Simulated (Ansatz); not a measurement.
## H2S2SeSn, SMILES [SeH][SnH]1[S][S]1: a polarisability from point charges, step by step

Program: Ansatz 0.2.0 through its Python package.

Typed at the interpreter:
```pycon
>>> import ansatz as az
>>> import numpy as np
>>> SETTINGS = {
...     "basis_set": "def2-SVP",
...     "level": "mp2",
... }
>>> molecule = (
...     az.Crystal.molecule()
...     .atom("Se", [-0.442, 1.4177, -1.5798])
...     .atom("Sn", [0.3445, 0.1526, 0.4315])
...     .atom("S", [-0.2763, -2.1832, 0.2801])
...     .atom("S", [1.844, -1.6914, -0.1831])
...     .atom("H", [-1.919, 1.4299, -1.0496])
...     .atom("H", [0.4908, 0.8104, 2.0548])
... )
>>> base = molecule.calculation()
>>> base = base.basis(gaussian=SETTINGS["basis_set"])
>>> base = base.correlation(SETTINGS["level"])
>>> base = base.forces()
>>> # charges +q and -q at -R and +R make a nearly even field 2 k q / R^2 at the centre
>>> centre = np.mean([site.position_ang for site in molecule.cartesian_sites], axis=0)
>>> field = 2 * 14.399645 * 4.0 / 25.0 ** 2
>>> def dipole(axis, sign):
...     arm = 25.0 * np.eye(3)[axis]
...     pair = [{"charge": sign * 4.0, "position_ang": (centre - arm).tolist()}, {"charge": -sign * 4.0, "position_ang": (centre + arm).tolist()}]
...     deck = base.input().set(az.key.basis.gaussian.point_charges, pair)
...     return np.array(az.Session.from_dict(deck).plan().execute().report["charge_distribution"]["dipole_moment_e_ang"])
...
>>> print(f"field {field:.4f} V/A")
field 0.1843 V/A
>>> alpha = np.array([(dipole(axis, 1) - dipole(axis, -1)) / (2 * field) * 14.399645 for axis in range(3)])

>>> print("polarisability tensor (A^3)")
polarisability tensor (A^3)
>>> print(np.array2string(alpha, precision=3, suppress_small=True))
[[12.164 -1.904  0.521]
 [-1.865 15.569 -1.143]
 [ 0.548 -1.121 11.871]]
>>> print(f"mean {np.trace(alpha) / 3:.3f} A^3 = {np.trace(alpha) / 3 / 0.14818471:.2f} bohr^3")
mean 13.202 A^3 = 89.09 bohr^3
```

The geometry is a force-field or estimated start, not a minimum of this method, and the basis set is short of its limit. The field of two point charges is only nearly even. def2 sets replace the cores of elements past krypton by effective core potentials. Without diffuse functions polarisabilities are unreliable, as a rule too low, and they change with the bond lengths of this unrelaxed start. Hardware and time: 46 s on 1 thread of Arm Neoverse V2, on a shared host, peak memory 0.33 GiB.

(Lines on the test bed's own set-up are left out of the output.)
